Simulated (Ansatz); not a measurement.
**ZnOF−: single points off equilibrium**

A test off equilibrium: a structure displaced at random from a GFN2-xTB minimum is computed at several levels, and each is set against CCSD(T).

Method: single points in def2-TZVPPD; program: Ansatz 0.2.0, Gaussian basis.

Cores are frozen in the correlated methods. The 3s and 3p shells of Cu and Zn are frozen; filled d shells are correlated.

**1. The starting structure**

3 atoms, charge -1, spin multiplicity 1.

Atoms are counted from 1 here; the program's logs count them from 0.

Bond lengths: O1–Zn2 1.512 Å, Zn2–F3 1.873 Å. Angles: O1–Zn2–F3 155.6°.

Geometry (Å):

```xyz
3
charge -1, multiplicity 1
O    -1.00910    1.08930   -0.51340
Zn   -0.18060   -0.10650   -0.10200
F     1.27710   -0.98290    0.68120
```

**2. CCSD(T)/def2-TZVPPD**

run/in.yaml reads:

```yaml
crystal:
  periodic: [false, false, false]
  atoms:
    - {symbol: O, position_ang: [-1.009100, 1.089300, -0.513400]}
    - {symbol: Zn, position_ang: [-0.180600, -0.106500, -0.102000]}
    - {symbol: F, position_ang: [1.277100, -0.982900, 0.681200]}
basis:
  gaussian: {orbitals: "def2-TZVPPD.json"}
total_charge: -1
correlation: {method: ccsd_t, frozen_orbitals: {F: 1, O: 1, Zn: 9}}
output: {forces: true}
```

The basis file named in the input lies beside it (Basis Set Exchange, JSON).

The command line of these runs was not kept.

**3. PBE0-D4/def2-TZVPPD**

Changes to run/in.yaml since step 2:

```diff
@@ -9,3 +9,3 @@
 total_charge: -1
-correlation: {method: ccsd_t, frozen_orbitals: {F: 1, O: 1, Zn: 9}}
-output: {forces: true}
+hamiltonian: {xc: pbe0, dispersion: d4}
+output: {forces: true, orbitals: {seedname: orbitals}}
```

**4. wB97M-V/def2-TZVPPD**

Changes to run/in.yaml since step 3:

```diff
@@ -9,3 +9,3 @@
 total_charge: -1
-hamiltonian: {xc: pbe0, dispersion: d4}
-output: {forces: true, orbitals: {seedname: orbitals}}
+hamiltonian: {xc: {name: wB97M-V}}
+output: {forces: true}
```

**5. r2SCAN-D4/def2-TZVPPD**

Changes to run/in.yaml since step 4:

```diff
@@ -9,3 +9,3 @@
 total_charge: -1
-hamiltonian: {xc: {name: wB97M-V}}
+hamiltonian: {xc: r2scan, dispersion: d4}
 output: {forces: true}
```

**6. PBE-D4/def2-TZVPPD**

Changes to run/in.yaml since step 5:

```diff
@@ -9,3 +9,3 @@
 total_charge: -1
-hamiltonian: {xc: r2scan, dispersion: d4}
+hamiltonian: {xc: pbe, dispersion: d4}
 output: {forces: true}
```

**7. LC-wPBE/def2-TZVPPD**

Changes to run/in.yaml since step 6:

```diff
@@ -9,3 +9,3 @@
 total_charge: -1
-hamiltonian: {xc: pbe, dispersion: d4}
+hamiltonian: {xc: {name: LC-wPBE}}
 output: {forces: true}
```

**8. BLYP-D4/def2-TZVPPD**

Changes to run/in.yaml since step 7:

```diff
@@ -9,3 +9,3 @@
 total_charge: -1
-hamiltonian: {xc: {name: LC-wPBE}}
+hamiltonian: {xc: {name: BLYP}, dispersion: d4}
 output: {forces: true}
```

(Steps that only read results are left out.)

Q: Predict the outcome of this session. Wanted: RMS force component; RMS force error; HOMO and LUMO, PBE0-D4; T1 diagnostic.

The runs gave:

| quantity | value |
| --- | --- |
| RMS force component | 4.738 to 5.141 eV/Å over the methods |
| RMS force error | PBE0-D4 0.226, wB97M-V 0.174, r2SCAN-D4 0.330, PBE-D4 0.222, LC-wPBE 0.436, BLYP-D4 0.198 eV/Å |
| HOMO and LUMO, PBE0-D4 | -1.14 and 3.43 eV |
| T1 diagnostic | 0.025 |

In words: On forces the order runs from wB97M-V to LC-wPBE. Frozen-core CCSD(T) forces in triple zeta carry basis errors of their own, and this is one geometry, so small gaps rank nothing. The T1 diagnostic is large here, over the usual mark for main-group molecules (transition-metal compounds often pass it harmlessly), so CCSD(T) itself may be off.
